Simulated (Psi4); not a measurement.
# [GeH3]− (SMILES [GeH3-]): a first try and a second

Aim: the energy of [GeH3]− at QCISD(T)/def2-TZVP.

The calculation is run with Psi4 1.11.

3 further runs of the same task are left out: 1 that didn't finish, 2 set aside as unsound or not needed.

### 1 The system as given

The species is [GeH3]− (4 atoms), meant as a singlet with charge -1. SMILES: `[GeH3-]`. Geometry: a GFN2-xTB relaxation, a rough one for these elements and not checked as a minimum.

Bond lengths: Ge1–H2 1.750 Å, Ge1–H3 1.752 Å, Ge1–H4 1.758 Å. Angles: H2–Ge1–H3 89.2°, H2–Ge1–H4 89.5°, H3–Ge1–H4 89.4°.

### 2 Try one

job.dat reads:

```
memory 1600 mb

molecule {
  -1 1
  Ge     0.468920    -0.274960    -0.542070
  H      0.935040     0.154290     1.089240
  H     -0.940860    -1.090590     0.102250
  H     -0.463100     1.211260    -0.649430
  units angstrom
}

set {
  basis         def2-TZVP
  scf_type      direct
  freeze_core   true
  d_convergence 1e-16
  maxiter       50
}

energy_value, wavefunction = energy("qcisd(t)", return_wfn=True)
```

The run is started by

```sh
$ psi4 -n 1 job.dat job.out
```

job.out:

```text
Psi4 1.11 release

   => Loading Basis Set <=

    Name: DEF2-TZVP
    Role: ORBITAL
    Keyword: BASIS

         ---------------------------------------------------------
                                   SCF
                              RHF Reference
                        1 Threads,   1525 MiB Core
         ---------------------------------------------------------

  ==> Geometry <==

    Molecular point group: c1
    Full point group: C1

    Geometry (in Angstrom), charge = -1, multiplicity = 1:

[... 97 lines left out ...]
   @DF-RHF iter   2: -2075.83767209449798   -5.05170e-01   4.50576e-02 DIIS/ADIIS
[... 7 lines left out ...]
   @DF-RHF iter  10: -2077.06689207526279   -3.04681e-10   3.08232e-08 DIIS
[... 7 lines left out ...]
   @DF-RHF iter  18: -2077.06689207527415    1.36424e-12   9.19225e-14 DIIS
[... 7 lines left out ...]
   @DF-RHF iter  26: -2077.06689207527461   -9.09495e-13   5.06950e-14 DIIS
[... 7 lines left out ...]
   @DF-RHF iter  34: -2077.06689207527415    0.00000e+00   5.05795e-14 DIIS
[... 7 lines left out ...]
   @DF-RHF iter  42: -2077.06689207527415   -1.36424e-12   5.03928e-14 DIIS
[... 7 lines left out ...]
   @DF-RHF iter  50: -2077.06689207527415    0.00000e+00   5.03526e-14 DIIS
[... 1 line left out ...]
PsiException: Could not converge SCF iterations in 50 iterations.

PsiException: Could not converge SCF DF preiterations in 50 iterations.

psi4.driver.p4util.exceptions.SCFConvergenceError: Could not converge SCF DF preiterations in 50 iterations.

Printing out the relevant lines from the Psithon --> Python processed input file:
    core.set_global_option("BASIS", "def2-TZVP")
    core.set_global_option("SCF_TYPE", "direct")
    core.set_global_option("FREEZE_CORE", "true")
    core.set_global_option("D_CONVERGENCE", 1e-16)
    core.set_global_option("MAXITER", 50)
--> energy_value, wavefunction = energy("qcisd(t)", return_wfn=True)

!------------------------------------------------------------!
!                                                            !
!  Could not converge SCF DF preiterations in 50 iterations. !
!                                                            !
!------------------------------------------------------------!

    Psi4 run time: 0:00:00.85
```

Run time: 1.6 s. Hardware: 1 thread of Intel Xeon 6975P-C (Granite Rapids), shared host; peak memory 0.23 GiB.

### 3 What went wrong

The iterations ended before the threshold was met.

The log says `Could not converge SCF DF preiterations in 50 iterations.`. The cause is that the convergence threshold is tighter than the arithmetic can reach. To mend it: density convergence threshold at its default in place of 1e-16.

### 4 Second attempt

geh3.in reads:

```
memory 1600 mb

molecule geom {
  -1 1
  Ge     0.468920    -0.274960    -0.542070
  H      0.935040     0.154290     1.089240
  H     -0.940860    -1.090590     0.102250
  H     -0.463100     1.211260    -0.649430
}

set globals {
  basis       def2-TZVP
  scf_type    direct
  freeze_core true
}

result, w = energy('qcisd(t)', return_wfn=True)
print_variables()
```

The run is started by

```sh
$ psi4 geh3.in geh3.out -n 1
```

geh3.out:

```text
[...]
  Running in c1 symmetry.
[...]
  Nuclear repulsion =   29.622714488770853
[...]
  Multiplicity = 1
[...]
  Nalpha       = 18
  Nbeta        = 18
[...]
    Number of basis functions: 66
[...]
   @DF-RHF iter   1: -2075.33250181093263   -2.78521e+00   4.39585e-02 DIIS/ADIIS
[...]
   @RHF iter  17: -2077.06690564829614   -1.40972e-11   8.54500e-09 DIIS
[...]
    Orbital Energies [Eh]
    ---------------------
    Doubly Occupied:
       1A   -404.981779     2A    -51.888254     3A    -45.975470
       4A    -45.975463     5A    -45.974788     6A     -6.929735
       7A     -4.904114     8A     -4.904105     9A     -4.901078
      10A     -1.378225    11A     -1.378216    12A     -1.374553
      13A     -1.374535    14A     -1.372173    15A     -0.428838
      16A     -0.182084    17A     -0.181773    18A     -0.090750
[...]
  @RHF Final Energy: -2077.06690564829614
   => Energetics <=
    Nuclear Repulsion Energy =             29.6227144887708533
    One-Electron Energy =               -2964.9873780909233574
    Two-Electron Energy =                 858.2977579538563759
    Total Energy =                      -2077.0669056482961423
[...]
 Multipole Moments:
 ------------------------------------------------------------------------------------
     Multipole            Electronic (a.u.)      Nuclear  (a.u.)        Total (a.u.)
 ------------------------------------------------------------------------------------
 L = 1.  Multiply by 2.5417464519 to convert [e a0] to [Debye]
 Dipole X            :          2.4474304           -1.9196001            0.5278302
 Dipole Y            :         -1.4387734            1.1255934           -0.3131801
 Dipole Z            :         -2.8195319            2.2190413           -0.6004907
 Magnitude           :                                                    0.8586475
[...]
      * MP2 total energy:                  -2077.335769526065
[...]
      * MP3 total energy:                  -2077.346667079120
[...]
      * QCISD total energy:                -2077.359210262468
[...]
```

Run time: 4.8 s. Hardware: 1 thread of Intel Xeon 6975P-C (Granite Rapids), shared host; peak memory 0.33 GiB.

### 5 Outcome

Level: QCISD(T)/def2-TZVP.

| quantity | value |
| --- | --- |
| total energy | -2077.36842 Eh |
| HOMO energy (Hartree–Fock orbitals) | -2.47 eV |
| LUMO energy (Hartree–Fock orbitals) | 9.09 eV |
| HOMO–LUMO gap (to an unbound level, set by the basis) | 11.56 eV |
| correlation energy (9 core orbitals frozen) | -301.5 mEh |
| T1 diagnostic | 0.016 |
